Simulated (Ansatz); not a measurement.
# Lu4Se4O12F3: the cost of one run

Program: Ansatz 0.2.0. Level of theory: DFT r2SCAN+D3(BJ), plane waves, PAW, scalar-relativistic, no spin polarisation. These are calculated values, not measurements.

**1. The system as given**

The cell holds 23 atoms (F3Lu4O12Se4): a = 6.545 Å, b = 6.898 Å, c = 7.103 Å, α = 90.00°, β = 98.07°, γ = 90.00°.

Coordinates:

```
CELL_PARAMETERS angstrom
6.54534 0.00000 0.00000
0.00000 6.89829 0.00000
-0.99729 0.00000 7.03279
ATOMIC_POSITIONS crystal
Lu 0.13704 0.64166 0.32559
Lu 0.13704 0.85834 0.82559
Lu 0.86296 0.14166 0.17441
Lu 0.86296 0.35834 0.67441
Se 0.64778 0.62051 0.21002
Se 0.35222 0.37949 0.78998
Se 0.35222 0.12051 0.28998
Se 0.64778 0.87949 0.71002
O 0.52095 0.18685 0.13772
O 0.82843 0.02946 0.85358
O 0.17157 0.52946 0.64642
O 0.52095 0.31315 0.63772
O 0.17350 0.19061 0.77853
O 0.17157 0.97054 0.14642
O 0.17350 0.30939 0.27853
O 0.82650 0.80939 0.22146
O 0.47905 0.81315 0.86228
O 0.82650 0.69061 0.72147
O 0.82843 0.47054 0.35358
O 0.47905 0.68685 0.36228
F 0.16396 0.62136 0.02732
F 0.83604 0.12136 0.47268
F 0.16396 0.87864 0.52732
```

**2. Run 1**

20 steps of 1.5 fs under a Langevin thermostat at 1200 K.

The input, input.yaml:

```yaml
crystal:
  lattice:
    - [6.545343, 0.0, 0.0]
    - [0.0, 6.89829, 0.0]
    - [-0.99729, 0.0, 7.032792]
  atoms:
    - { symbol: Lu, position: [0.137038, 0.641658, 0.325588] }
    - { symbol: Lu, position: [0.137038, 0.858342, 0.825588] }
    - { symbol: Lu, position: [0.862962, 0.141658, 0.174412] }
    - { symbol: Lu, position: [0.862962, 0.358342, 0.674412] }
    - { symbol: Se, position: [0.647782, 0.620509, 0.210023] }
    - { symbol: Se, position: [0.352218, 0.379491, 0.789977] }
    - { symbol: Se, position: [0.352218, 0.120509, 0.289977] }
    - { symbol: Se, position: [0.647782, 0.879491, 0.710023] }
    - { symbol: O, position: [0.520947, 0.186848, 0.137723] }
    - { symbol: O, position: [0.828427, 0.029461, 0.853584] }
    - { symbol: O, position: [0.171573, 0.529461, 0.646416] }
    - { symbol: O, position: [0.520947, 0.313152, 0.637723] }
    - { symbol: O, position: [0.173501, 0.190611, 0.778535] }
    - { symbol: O, position: [0.171573, 0.970539, 0.146416] }
    - { symbol: O, position: [0.173501, 0.309389, 0.278535] }
    - { symbol: O, position: [0.826499, 0.809389, 0.221465] }
    - { symbol: O, position: [0.479053, 0.813152, 0.862277] }
    - { symbol: O, position: [0.826499, 0.690611, 0.721465] }
    - { symbol: O, position: [0.828427, 0.470539, 0.353584] }
    - { symbol: O, position: [0.479053, 0.686848, 0.362277] }
    - { symbol: F, position: [0.163962, 0.62136, 0.027323] }
    - { symbol: F, position: [0.836038, 0.12136, 0.472677] }
    - { symbol: F, position: [0.163962, 0.87864, 0.527323] }
basis:
  ecutwfc: 500.0
kpoints:
  mp_grid: { grid: [2, 1, 1] }
hamiltonian:
  xc: r2scan
  dispersion: d3bj
scf:
  occupations: { method: fermi_dirac, width: 0.05 }
  lower_state_search: "off"
md:
  timestep: 1.5
  n_steps: 20
  ensemble: nvt_langevin
  temperature: 1200.0
  initial_velocities: maxwell_boltzmann
  seed: 555260
  friction: 0.05
```

On the command line:

```console
> ansatz run input.yaml --threads 2 --pin off --max-ram 5120MiB --backend cpu --events-out ev --progress --plain --runs-dir out
```

Q: Estimate wall time and peak memory on 2 threads of Arm Neoverse V2, shared host.

About 9 min, with a peak of 1.4 GiB.
